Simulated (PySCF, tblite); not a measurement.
# C3H4F3NO: geometry, infrared bands and NMR shifts

Wanted: the infrared bands and NMR shifts of C3H4F3NO (`C=NCOC(F)(F)F`), by calculation.

Programs: tblite 0.8.0 and PySCF 2.14.0, with density-fitted response routines of our own. Each step states its level of theory. These are calculated values for one molecule in the gas phase, unless marked as measured. Atoms count from 0, in the outputs and in this text.

## Step 1: The molecule as given

12 atoms, charge 0, multiplicity 1; geometry from: force field or distance geometry start.

Bonds of the start (Å): C0–N1 1.29, N1–C2 1.41, C2–O3 1.41, O3–C4 1.38, C4–F5 1.40, C4–F6 1.36, C4–F7 1.39, C0–H8 1.09, C0–H9 1.09, C2–H10 1.13, C2–H11 1.10.

## Step 2: Optimising the geometry with GFN2-xTB

The job: settings as JSON, then the geometry in Å.

```
{"job": {"kind": "relax", "xc": "GFN2-xTB", "basis": "xTB"}, "charge": 0, "multiplicity": 1}
C      1.949100     0.234400     0.725800
N      0.861900    -0.464600     0.717100
C      0.205000    -0.858200    -0.469200
O     -0.600400     0.154800    -1.017300
C     -1.602700     0.579300    -0.163300
F     -2.376800     1.582400    -0.750900
F     -1.199800     1.056400     1.042800
F     -2.466400    -0.502100    -0.012100
H      2.455100     0.526500     1.644300
H      2.314600     0.531400    -0.262000
H     -0.469600    -1.725200    -0.222700
H      0.931200    -1.115800    -1.258500
```

Run with:

```bash
> OMP_NUM_THREADS=1 python probes_run.py task.json out
```

The driver reads the jobs from task.json and runs them one after another.

**Question.** This job is followed by: GFN2-xTB harmonic vibrations, gas phase; GIAO PBE0/pcSseg-1 NMR shielding, non-relativistic, gas phase. What will the session give for the following? strongest single infrared mode (GFN2-xTB); zero-point energy (GFN2-xTB); ¹³C shifts against TMS (PBE0/pcSseg-1); ¹H shifts against TMS (PBE0/pcSseg-1, means over atoms taken as alike); ¹⁵N shifts against NH3 (PBE0/pcSseg-1); ¹⁷O shifts against H2O (PBE0/pcSseg-1); ¹⁹F shifts against CFCl3 (PBE0/pcSseg-1, means over atoms taken as alike); surface potential, 1st and 99th percentile.

The runs gave:

| quantity | value |
| --- | --- |
| strongest single infrared mode (GFN2-xTB) | 1009 cm⁻¹, 362 km/mol |
| zero-point energy (GFN2-xTB) | 46.8 kcal/mol |
| ¹³C shifts against TMS (PBE0/pcSseg-1) | 154.7, 131.0, 87.3 ppm |
| ¹H shifts against TMS (PBE0/pcSseg-1, means over atoms taken as alike) | 7.99, 7.55, 6.13 ppm |
| ¹⁵N shifts against NH3 (PBE0/pcSseg-1) | 384.6 ppm |
| ¹⁷O shifts against H2O (PBE0/pcSseg-1) | 123.8 ppm |
| ¹⁹F shifts against CFCl3 (PBE0/pcSseg-1, means over atoms taken as alike) | -73.9 ppm |
| surface potential, 1st and 99th percentile | -1.12 V and 1.25 V |

The optimisation took 96 steps and gained 0.718 eV; among the close pairs (by a distance rule), O3–C4 changed most, from 1.384 to 1.314 Å. No mode is imaginary among the 30: a minimum at this level. The strongest single mode, at 1009 cm⁻¹, moves mainly C4. Unscaled tight-binding wavenumbers are off by several per cent, some by more. Its intensities can rank the bands wrongly. At PBE0/pcSseg-1: Shielding is most anisotropic at N1 (span 680 ppm, paramagnetic term -445 ppm). At PBE0/pcSseg-1, counted by nearest atom on the grid, the HOMO lies on N1 62 %; H9 11 %, the LUMO on C0 35 %; N1 35 %.
